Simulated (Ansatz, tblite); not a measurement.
# The cluster Si20H26: charged states by level of theory

The task here is to estimate one member of a computed series from the others.

Method: as each input shows; program: Ansatz 0.2.0, Gaussian basis.

The runs, in order: charge +1 doublet, at the geometry of the singlet (PBE0-D4/def2-SVP, PBE-D4/def2-SVP, r2SCAN-D4/def2-SVP, B2PLYP/def2-SVP, CAM-B3LYP-D4/def2-SVP, PBE-QIDH/def2-SVP); charge -1 doublet, at the geometry of the singlet (PBE0-D4/def2-SVP, PBE-D4/def2-SVP, r2SCAN-D4/def2-SVP, B2PLYP/def2-SVP, CAM-B3LYP-D4/def2-SVP, PBE-QIDH/def2-SVP); charge -1 doublet, relaxed (PBE0-D4/def2-SVP, PBE-D4/def2-SVP); the starting singlet's energies come from earlier runs.

**The geometry**

The singlet was relaxed beforehand with PBE-D4/def2-SVP.

46 atoms, charge 0, spin multiplicity 1.

Atoms are counted from 1 here; the program's logs count them from 0.

Bond lengths: Si1–Si12 2.354 Å, Si1–Si13 2.364 Å, Si1–H21 1.508 Å, Si1–H22 1.507 Å, Si2–Si11 2.354 Å, Si2–Si15 2.354 Å, Si2–H23 1.510 Å, Si2–H24 1.506 Å, Si3–Si14 2.355 Å, Si3–Si16 2.355 Å, Si3–H25 1.511 Å, Si3–H26 1.507 Å, Si4–Si12 2.355 Å, Si4–Si17 2.349 Å, Si4–Si18 2.363 Å, Si4–H27 1.513 Å, Si5–Si14 2.358 Å, Si5–Si17 2.352 Å and more. Angles: Si12–Si1–Si13 100.1°, Si12–Si1–H21 110.3°, Si12–Si1–H22 113.7°, Si13–Si1–H21 112.5°, Si13–Si1–H22 111.2°, H21–Si1–H22 108.9°, Si11–Si2–Si15 110.2°, Si11–Si2–H23 110.0°, Si11–Si2–H24 109.4°, Si15–Si2–H23 109.7°, Si15–Si2–H24 109.6°, H23–Si2–H24 107.9°, Si14–Si3–Si16 109.5°, Si14–Si3–H25 107.8°, Si14–Si3–H26 112.4°, Si16–Si3–H25 107.7°, Si16–Si3–H26 111.6°, H25–Si3–H26 107.8° and more.

Set-up of the first run:

in.yaml reads:

```yaml
crystal:
  periodic: [false, false, false]
  atoms:
    - {symbol: Si, position_ang: [-3.715233, 2.326599, -0.317590]}
    - {symbol: Si, position_ang: [-1.417042, -3.165794, 2.730769]}
    - {symbol: Si, position_ang: [1.646589, -3.300293, -0.360706]}
    - {symbol: Si, position_ang: [-1.240819, 2.087731, -2.946851]}
    - {symbol: Si, position_ang: [1.489355, -0.586119, -2.931121]}
    - {symbol: Si, position_ang: [-1.204901, -0.584699, -0.197068]}
    - {symbol: Si, position_ang: [-1.082301, 2.360617, 2.276578]}
    - {symbol: Si, position_ang: [1.515681, -0.630427, 2.525938]}
    - {symbol: Si, position_ang: [1.492705, 2.120449, -0.240690]}
    - {symbol: Si, position_ang: [4.213818, -0.520465, -0.161606]}
    - {symbol: Si, position_ang: [-2.618991, -1.829198, 1.210424]}
    - {symbol: Si, position_ang: [-2.593181, 0.704270, -1.603161]}
    - {symbol: Si, position_ang: [-1.874839, 3.606664, 0.431241]}
    - {symbol: Si, position_ang: [0.137273, -1.949428, -1.562625]}
    - {symbol: Si, position_ang: [0.096386, -1.843637, 3.956512]}
    - {symbol: Si, position_ang: [2.873427, -1.962124, 1.139560]}
    - {symbol: Si, position_ang: [0.212816, 0.835832, -4.303186]}
    - {symbol: Si, position_ang: [-0.208642, 3.393554, -1.269667]}
    - {symbol: Si, position_ang: [2.863194, 0.778506, -1.593909]}
    - {symbol: Si, position_ang: [0.195563, 0.738219, 1.152959]}
    - {symbol: H, position_ang: [-4.657392, 3.122244, -1.186382]}
    - {symbol: H, position_ang: [-4.487405, 1.751837, 0.842562]}
    - {symbol: H, position_ang: [-2.370646, -3.856443, 3.675410]}
    - {symbol: H, position_ang: [-0.663467, -4.228305, 1.975006]}
    - {symbol: H, position_ang: [2.621587, -3.894853, -1.350136]}
    - {symbol: H, position_ang: [0.958718, -4.438474, 0.347175]}
    - {symbol: H, position_ang: [-2.121423, 2.979535, -3.793583]}
    - {symbol: H, position_ang: [2.365131, -1.479793, -3.780187]}
    - {symbol: H, position_ang: [-2.215163, 1.781647, 3.084778]}
    - {symbol: H, position_ang: [-0.182847, 3.156359, 3.189276]}
    - {symbol: H, position_ang: [2.413964, 0.269036, 3.344856]}
    - {symbol: H, position_ang: [2.342365, 3.009558, 0.639726]}
    - {symbol: H, position_ang: [5.183051, -1.339695, -0.979149]}
    - {symbol: H, position_ang: [5.010562, 0.387339, 0.743612]}
    - {symbol: H, position_ang: [-3.539814, -2.684696, 0.375077]}
    - {symbol: H, position_ang: [-3.466581, -0.857609, 1.995209]}
    - {symbol: H, position_ang: [-3.492179, -0.218393, -2.390090]}
    - {symbol: H, position_ang: [-0.749881, -2.806384, -2.436374]}
    - {symbol: H, position_ang: [0.895145, -2.707632, 4.900901]}
    - {symbol: H, position_ang: [-0.695335, -0.854339, 4.777337]}
    - {symbol: H, position_ang: [3.765090, -2.843970, 1.983769]}
    - {symbol: H, position_ang: [-0.603598, 0.031551, -5.285162]}
    - {symbol: H, position_ang: [1.130460, 1.743878, -5.084934]}
    - {symbol: H, position_ang: [0.269442, 4.728709, -1.783030]}
    - {symbol: H, position_ang: [-2.220139, 5.039212, 0.752389]}
    - {symbol: H, position_ang: [3.729536, 1.629445, -2.493835]}
basis:
  gaussian: {orbitals: def2-SVP, fitting: {mean_field: def2-universal-jkfit}}
total_charge: 1
magnetization: {spin_polarized: true, initial_magnetization: 1}
hamiltonian: {xc: pbe0, dispersion: d4}
scf: {omitted_lower_state_checks: [starts]}
output: {orbitals: {seedname: orbitals}}
```

Run with:

```sh
ansatz run in.yaml --threads 2 --pin off --events-out ev --progress --plain --max-ram 32768MiB --backend cuda --devices 0, --max-vram 18GiB
```

Steps of the session up to this table: Charge +1 doublet at the fixed geometry, PBE0-D4/def2-SVP; Charge +1 doublet at the fixed geometry, PBE-D4/def2-SVP; Charge +1 doublet at the fixed geometry, r2SCAN-D4/def2-SVP; Charge +1 doublet at the fixed geometry, B2PLYP/def2-SVP; Charge +1 doublet at the fixed geometry, CAM-B3LYP-D4/def2-SVP; Charge +1 doublet at the fixed geometry, PBE-QIDH/def2-SVP; Charge -1 doublet at the fixed geometry, PBE0-D4/def2-SVP; Charge -1 doublet at the fixed geometry, PBE-D4/def2-SVP; Charge -1 doublet at the fixed geometry, r2SCAN-D4/def2-SVP; Charge -1 doublet at the fixed geometry, B2PLYP/def2-SVP; Charge -1 doublet at the fixed geometry, CAM-B3LYP-D4/def2-SVP; Charge -1 doublet at the fixed geometry, PBE-QIDH/def2-SVP.

One table of the session follows, with a row left open; its other results are not shown here.

Beside −ε(LUMO) of the starting state:

```
                level  −ε(LUMO) (eV)  by difference (eV)  mismatch (eV)
      PBE-D4/def2-SVP              ?                   ?              ?
   r2SCAN-D4/def2-SVP           2.17                0.80          +1.37
     PBE0-D4/def2-SVP           1.60                0.70          +0.90
CAM-B3LYP-D4/def2-SVP           0.43                0.23          +0.19
```

**Question.** Estimate the row for PBE-D4/def2-SVP.

As computed: −ε(LUMO) (eV): 2.25; by difference (eV): 0.89; mismatch (eV): +1.35. In the column «−ε(LUMO) (eV)» it is the highest.
